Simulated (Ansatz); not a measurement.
# AlClH3NZn: one species, many methods

Aim: compute AlClH3NZn with functionals from several rungs and with coupled cluster, and see how far each lands from CCSD(T) at the basis-set limit for the atomisation energy.

Method: functionals in def2-TZVPP, the program's frozen cores in correlated methods; program: Ansatz 0.2.0, Gaussian basis.

Levels to be run: LDA (SPW92), PBE-D4, revPBE-D4, BLYP-D4, r2SCAN-D4, B97M-V, PBE0-D4, B3LYP-D4, r2SCANh-D4, r2SCAN0-D4, HSE06-D4, BHLYP-D4, CAM-B3LYP-D4, LC-ωPBE, ωB97X-V, ωB97M-V, B2PLYP, PBE-QIDH; CCSD(T)/def2-SVP; CCSD(T)/def2-TZVPP; MP2/def2-QZVPP; extrapolation to the limit; RPA on PBE.

### Step 1. Structure used throughout

An earlier PBE0-D4 in a triple-zeta def2 set relaxation fixed the geometry.

7 atoms, charge 0, spin multiplicity 1.

Atoms are counted from 1 here; the program's logs count them from 0.

Bond lengths: N1–Zn2 1.821 Å, N1–H5 1.008 Å, N1–H6 1.008 Å, Zn2–Al3 2.449 Å, Al3–Cl4 2.116 Å, Al3–H7 1.587 Å. Angles: Zn2–N1–H5 123.5°, Zn2–N1–H6 123.3°, H5–N1–H6 109.7°, N1–Zn2–Al3 177.5°, Zn2–Al3–Cl4 116.9°, Zn2–Al3–H7 129.3°, Cl4–Al3–H7 113.8°.

### Step 2. LDA

This LDA is Slater exchange with PW92 correlation.

File in.yaml:

```yaml
crystal:
  periodic: [false, false, false]
  atoms:
    - {symbol: N, position_ang: [-0.001212, 2.015176, -0.913579]}
    - {symbol: Zn, position_ang: [0.080506, 0.374097, -0.128517]}
    - {symbol: Al, position_ang: [0.123011, -1.798614, 0.999992]}
    - {symbol: Cl, position_ang: [-1.524356, -3.084203, 0.665172]}
    - {symbol: H, position_ang: [0.786925, 2.639305, -0.980715]}
    - {symbol: H, position_ang: [-0.693034, 2.266027, -1.601923]}
    - {symbol: H, position_ang: [1.228159, -2.411778, 1.959560]}
basis:
  gaussian: {orbitals: def2-TZVPP}
hamiltonian: {xc: lda}
output: {orbitals: {seedname: orbitals}}
```

The run is started by

```bash
> ansatz run in.yaml --threads 2 --pin off --events-out ev --progress --plain --max-ram 4352MiB
```

After this run come: PBE-D4 (GGA); revPBE-D4 (GGA); BLYP-D4 (GGA); r2SCAN-D4 (meta-GGA); B97M-V (meta-GGA); PBE0-D4 (hybrid); B3LYP-D4 (hybrid); r2SCANh-D4 (hybrid); r2SCAN0-D4 (hybrid); HSE06-D4 (hybrid); BHLYP-D4 (hybrid); CAM-B3LYP-D4 (range-separated); LC-ωPBE (range-separated); ωB97X-V (range-separated); ωB97M-V (range-separated); B2PLYP (double hybrid); PBE-QIDH (double hybrid); CCSD(T) in def2-SVP; CCSD(T) in def2-TZVPP; MP2 in def2-QZVPP; RPA on PBE orbitals.

**Question.** What will the summary of the whole plan be? Wanted: atomisation energy, CCSD(T)/CBS; farthest beyond LDA; mean size of error, GGA; mean size of error, meta-GGA; mean size of error, hybrid; mean size of error, range-separated; mean size of error, double hybrid; gap, smallest and largest; T1 diagnostic.

As calculated:

```
                               quantity                                      value
        atomisation energy, CCSD(T)/CBS                              1836.1 kJ/mol
  functionals within 9.2 kJ/mol (0.5 %)  B97M-V, r2SCANh-D4, CAM-B3LYP-D4, ωB97M-V
                    farthest beyond LDA                    BHLYP-D4 (-74.8 kJ/mol)
                mean size of error, GGA                                29.9 kJ/mol
           mean size of error, meta-GGA                                 9.6 kJ/mol
             mean size of error, hybrid                                28.2 kJ/mol
    mean size of error, range-separated                                10.7 kJ/mol
      mean size of error, double hybrid                                29.1 kJ/mol
              gap, smallest and largest   2.70 eV (LDA (SPW92)), 9.42 eV (LC-ωPBE)
                          T1 diagnostic                                     0.0145
triples share of the correlation energy                                      3.5 %
```

What this shows: LDA overbinds by 259.0 kJ/mol (14 %). PBE-D4 is off by +13.4 kJ/mol. Double hybrids carry the basis error of their MP2 part in triple zeta, and no dispersion term here, so their miss is partly the set-up's. Taken by rung, meta-GGA functionals do best (9.6 kJ/mol on average) and GGA ones worst beyond LDA (29.9 kJ/mol). The gap between the best rungs is small, so their order is not settled. Misses under about 9.2 kJ/mol are within the doubt on the reference itself, which lacks core-valence correlation, relativity and higher excitations. Hartree-Fock recovers 68 % of the binding; the rest is correlation. CCSD(T) in def2-SVP is off by -177.6 kJ/mol, more than most functionals: a good method in a small basis is no reference. The gap grows from 2.7 to 9.4 eV across the functionals, mostly with the share of exact exchange. For Zn the d shell is correlated and the shells below it are frozen.
